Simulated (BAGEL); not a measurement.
# HF/3-21G (density fitting with qzvpp-jkfit) run of CH3AlF2S (SMILES C[S][Al]([F])[F])

What is the vertical ionisation energy of CH3AlF2S at HF/3-21G (density fitting with qzvpp-jkfit)? 

The results are computed with BAGEL 1.2.2.

30 further runs of the same task are left out: 30 set aside as unsound or not needed.

## (1) The molecule

CH3AlF2S has 8 atoms, charge 0, and is taken as a singlet. SMILES: `C[S][Al]([F])[F]`. Geometry: relaxed at PBE0-D4/def2-TZVP.

Bond lengths: C1–S2 1.828 Å, S2–Al3 2.143 Å, Al3–F4 1.637 Å, Al3–F5 1.642 Å, C1–H6 1.089 Å, C1–H7 1.089 Å, C1–H8 1.088 Å. Angles: C1–S2–Al3 100.8°, S2–Al3–F4 120.9°, S2–Al3–F5 120.3°, F4–Al3–F5 118.8°, S2–C1–H6 108.4°, S2–C1–H7 108.1°, S2–C1–H8 112.1°, H6–C1–H7 109.5°, H6–C1–H8 109.4°, H7–C1–H8 109.3°.

## (2) The energy at HF/3-21G (density fitting with qzvpp-jkfit)

Contents of input.json:

```json
{ "bagel" : [

{
  "title" : "molecule",
  "basis" : "3-21g",
  "df_basis" : "qzvpp-jkfit",
  "angstrom" : true,
  "geometry" : [
    { "atom" : "C", "xyz" : [      -0.685200,      -0.191000,       1.173500 ] },
    { "atom" : "S", "xyz" : [       0.485100,      -1.211200,       0.207700 ] },
    { "atom" : "Al", "xyz" : [       0.908100,       0.103300,      -1.431700 ] },
    { "atom" : "F", "xyz" : [       1.930400,      -0.347100,      -2.628200 ] },
    { "atom" : "F", "xyz" : [       0.210100,       1.587700,      -1.506300 ] },
    { "atom" : "H", "xyz" : [      -1.638200,      -0.714900,       1.221000 ] },
    { "atom" : "H", "xyz" : [      -0.283000,      -0.075000,       2.178400 ] },
    { "atom" : "H", "xyz" : [      -0.835000,       0.791100,       0.729900 ] }
  ]
},

{
  "title" : "hf"
},

{
  "title" : "print",
  "file" : "orbitals.molden",
  "orbitals" : true
}

]}
```

Launch:

```console
$ BAGEL_NUM_THREADS=1 BAGEL input.json > input.out
```

Standard output:

```text
* using 1 threads per process

  ===============================================================
  ===============================================================

  *** Geometry ***

  { "atom" : "C", "xyz" : [     -1.294840,     -0.360938,      2.217594 ] },
  { "atom" : "S", "xyz" : [      0.916706,     -2.288836,      0.392496 ] },
  { "atom" : "Al", "xyz" : [      1.716060,      0.195209,     -2.705521 ] },
  { "atom" : "F", "xyz" : [      3.647927,     -0.655924,     -4.966578 ] },
  { "atom" : "F", "xyz" : [      0.397031,      3.000318,     -2.846494 ] },
  { "atom" : "H", "xyz" : [     -3.095749,     -1.350965,      2.307356 ] },
  { "atom" : "H", "xyz" : [     -0.534792,     -0.141729,      4.116579 ] },
  { "atom" : "H", "xyz" : [     -1.577921,      1.494962,      1.379311 ] },

  Number of auxiliary basis functions:      539

  Since a DF basis is specified, we compute 2- and 3-index integrals:
    o Being stored without compression. Storage requirement is 0.015 GB

  Number of basis functions:       59
  Number of electrons      :       56

    * METHOD: MOLECULE                             0.24

  *** RHF ***

  === Nuclear Repulsion ===
   277.5319790367

      * DIIS with orbital gradients will be used.

  === RHF iteration (3-21g) ===
      0       -873.36092246          0.02568870           0.06
      1       -873.49817429          0.01493311           0.06
      2       -873.55020830          0.00100298           0.06
      3       -873.55091906          0.00019247           0.06
      4       -873.55095906          0.00007607           0.06
      5       -873.55096681          0.00001930           0.06
      6       -873.55096727          0.00000582           0.06
      7       -873.55096729          0.00000212           0.06
      8       -873.55096730          0.00000037           0.07
      9       -873.55096730          0.00000012           0.06
     10       -873.55096730          0.00000005           0.06
     11       -873.55096730          0.00000001           0.06
     12       -873.55096730          0.00000001           0.06
    * SCF iteration converged.

    * Permanent dipole moment:
           (    0.562502,    -0.352331,    -0.566971) a.u.

    * METHOD: HF                                   0.93

    * METHOD: PRINT                                0.01

  ===============================================================
```

Wall time 2.1 s (1 thread of Intel Xeon Platinum 8488C (Sapphire Rapids), shared host); peak memory 0.1 GiB.

## (3) The doublet cation, same level

Contents of job.json:

```json
{ "bagel": [

{
  "title": "molecule",
  "basis": "3-21g",
  "df_basis": "qzvpp-jkfit",
  "angstrom": "true",
  "geometry": [
    { "atom": "C", "xyz": [      -0.685200,      -0.191000,       1.173500 ] },
    { "atom": "S", "xyz": [       0.485100,      -1.211200,       0.207700 ] },
    { "atom": "Al", "xyz": [       0.908100,       0.103300,      -1.431700 ] },
    { "atom": "F", "xyz": [       1.930400,      -0.347100,      -2.628200 ] },
    { "atom": "F", "xyz": [       0.210100,       1.587700,      -1.506300 ] },
    { "atom": "H", "xyz": [      -1.638200,      -0.714900,       1.221000 ] },
    { "atom": "H", "xyz": [      -0.283000,      -0.075000,       2.178400 ] },
    { "atom": "H", "xyz": [      -0.835000,       0.791100,       0.729900 ] }
  ]
},

{ "title": "uhf", "charge": 1, "nopen": 1 },

{ "title": "print", "file": "orbitals.molden", "orbitals": "true" }

]}
```

Launch:

```console
$ BAGEL_NUM_THREADS=1 BAGEL job.json > job.out
```

Standard output:

```text
* using 1 threads per process

  ===============================================================
  ===============================================================

  *** Geometry ***

  { "atom" : "C", "xyz" : [     -1.294840,     -0.360938,      2.217594 ] },
  { "atom" : "S", "xyz" : [      0.916706,     -2.288836,      0.392496 ] },
  { "atom" : "Al", "xyz" : [      1.716060,      0.195209,     -2.705521 ] },
  { "atom" : "F", "xyz" : [      3.647927,     -0.655924,     -4.966578 ] },
  { "atom" : "F", "xyz" : [      0.397031,      3.000318,     -2.846494 ] },
  { "atom" : "H", "xyz" : [     -3.095749,     -1.350965,      2.307356 ] },
  { "atom" : "H", "xyz" : [     -0.534792,     -0.141729,      4.116579 ] },
  { "atom" : "H", "xyz" : [     -1.577921,      1.494962,      1.379311 ] },

  Number of auxiliary basis functions:      539

  Since a DF basis is specified, we compute 2- and 3-index integrals:
    o Being stored without compression. Storage requirement is 0.015 GB

  Number of basis functions:       59
  Number of electrons      :       56

    * METHOD: MOLECULE                             0.23

  *** Open-shell HF ***

  === Nuclear Repulsion ===
   277.5319790367

      * DIIS with orbital gradients will be used.

  === UHF iteration (3-21g) ===
      0       -872.95806648          0.05454233           0.12
      1       -873.13578570          0.03397822           0.12
      2       -873.18473181          0.02019526           0.11
      3       -873.20921640          0.00137980           0.12
      4       -873.20994968          0.00044320           0.12
      5       -873.21005105          0.00013047           0.11
      6       -873.21006595          0.00003175           0.12
      7       -873.21006830          0.00001406           0.12
      8       -873.21006917          0.00000375           0.11
      9       -873.21006977          0.00000176           0.11
     10       -873.21007000          0.00000093           0.11
     11       -873.21007011          0.00000048           0.11
     12       -873.21007015          0.00000028           0.11
     13       -873.21007016          0.00000017           0.13
     14       -873.21007016          0.00000011           0.11
     15       -873.21007016          0.00000009           0.11
     16       -873.21007016          0.00000006           0.11
     17       -873.21007016          0.00000004           0.11
     18       -873.21007016          0.00000002           0.11
     19       -873.21007016          0.00000001           0.11
     20       -873.21007016          0.00000001           0.11
    * SCF iteration converged.

    * S^2 (UHF) is 0.7559

    * Permanent dipole moment:
           (    1.035263,     0.853200,    -2.188327) a.u.

    * METHOD: UHF                                  2.56

    * METHOD: PRINT                                0.01

  ===============================================================
```

It took 3.9 s on 1 thread of Intel Xeon Platinum 8488C (Sapphire Rapids), shared host; peak memory 0.1 GiB.

## (4) Outcome

Level: HF/3-21G (density fitting with qzvpp-jkfit).

```
                                          quantity          value
                    singlet CH3AlF2S: total energy  -873.55097 Eh
                   singlet CH3AlF2S: dipole moment         2.22 D
                     singlet CH3AlF2S: HOMO energy      -10.51 eV
                     singlet CH3AlF2S: LUMO energy        2.35 eV
                   singlet CH3AlF2S: HOMO–LUMO gap       12.86 eV
                      doublet cation: total energy  -873.21007 Eh
                              doublet cation: ⟨S²⟩          0.756
vertical ionisation energy (to the doublet cation)       9.276 eV
```

Removing an electron at fixed nuclei costs 9.28 eV (895 kJ/mol). −ε(HOMO) before ionisation, 10.51 eV, is 1.24 eV above this ionisation energy.
